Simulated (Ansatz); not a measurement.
**B2Br2F2H2: basis-set convergence**

An exercise on one series of results from a longer session: the logs are not shown, and one member is left open.

Method: one geometry, several basis sets; program: Ansatz 0.2.0, Gaussian basis.

The runs, in order: PBE0-D4/def2-SVP; ωB97M-V/def2-SVP; PBE0-D4/def2-QZVPP; ωB97M-V/def2-QZVPP; the functionals' def2-TZVPP values are taken from earlier runs.

### The relaxed structure

The geometry comes from an earlier relaxation with PBE0-D4 in a triple-zeta def2 set; it is a stationary point, not always the lowest conformer.

8 atoms, charge 0, spin multiplicity 1.

Atoms are counted from 1 here; the program's logs count them from 0.

Bond lengths: F1–B2 1.324 Å, B2–Br3 2.149 Å, B2–Br6 2.149 Å, B2–H7 1.188 Å, Br3–B4 2.149 Å, B4–F5 1.324 Å, B4–Br6 2.149 Å, B4–H8 1.188 Å. Angles: F1–B2–Br3 109.9°, F1–B2–Br6 109.9°, F1–B2–H7 122.0°, Br3–B2–Br6 95.1°, Br3–B2–H7 108.2°, Br6–B2–H7 108.2°, B2–Br3–B4 84.8°, Br3–B4–F5 110.1°, Br3–B4–Br6 95.1°, Br3–B4–H8 108.1°, F5–B4–Br6 110.1°, F5–B4–H8 122.1°, Br6–B4–H8 108.1°, B2–Br6–B4 84.8°.

Set-up of the first run:

The input, in.yaml:

```yaml
crystal:
  periodic: [false, false, false]
  atoms:
    - {symbol: F, position_ang: [1.168664, -0.975048, 1.820022]}
    - {symbol: B, position_ang: [1.119577, -0.003612, 0.921254]}
    - {symbol: Br, position_ang: [0.856707, -0.834558, -1.042719]}
    - {symbol: B, position_ang: [-1.119862, -0.000394, -0.917966]}
    - {symbol: F, position_ang: [-1.287843, 0.912175, -1.862186]}
    - {symbol: Br, position_ang: [-0.802905, 0.954021, 0.981253]}
    - {symbol: H, position_ang: [1.953491, 0.840655, 0.859172]}
    - {symbol: H, position_ang: [-1.887830, -0.893240, -0.758840]}
basis:
  gaussian: {orbitals: def2-SVP}
hamiltonian: {xc: pbe0, dispersion: d4}
output: {orbitals: {seedname: orbitals}}
```

Started as:

```console
$ ansatz run in.yaml --threads 4 --pin off --events-out ev --progress --plain --max-ram 11315MiB
```

Steps of the session up to this table: PBE0-D4 in def2-SVP; ωB97M-V in def2-SVP; PBE0-D4 in def2-QZVPP; ωB97M-V in def2-QZVPP.

One of the session's tables, all rows but one given; the rest of the session is left out.

It belongs to the step «Functionals by basis». 

```
functional       basis  HOMO (eV)
   PBE0-D4    def2-SVP      -8.74
   PBE0-D4  def2-TZVPP      -8.78
   PBE0-D4  def2-QZVPP      -8.80
   ωB97M-V    def2-SVP     -10.91
   ωB97M-V  def2-TZVPP     -10.98
   ωB97M-V  def2-QZVPP          ?
```

Q: Estimate the row for ωB97M-V, def2-QZVPP from the others.

The run gave: HOMO (eV): -10.99. In the column «HOMO (eV)» it is the lowest.
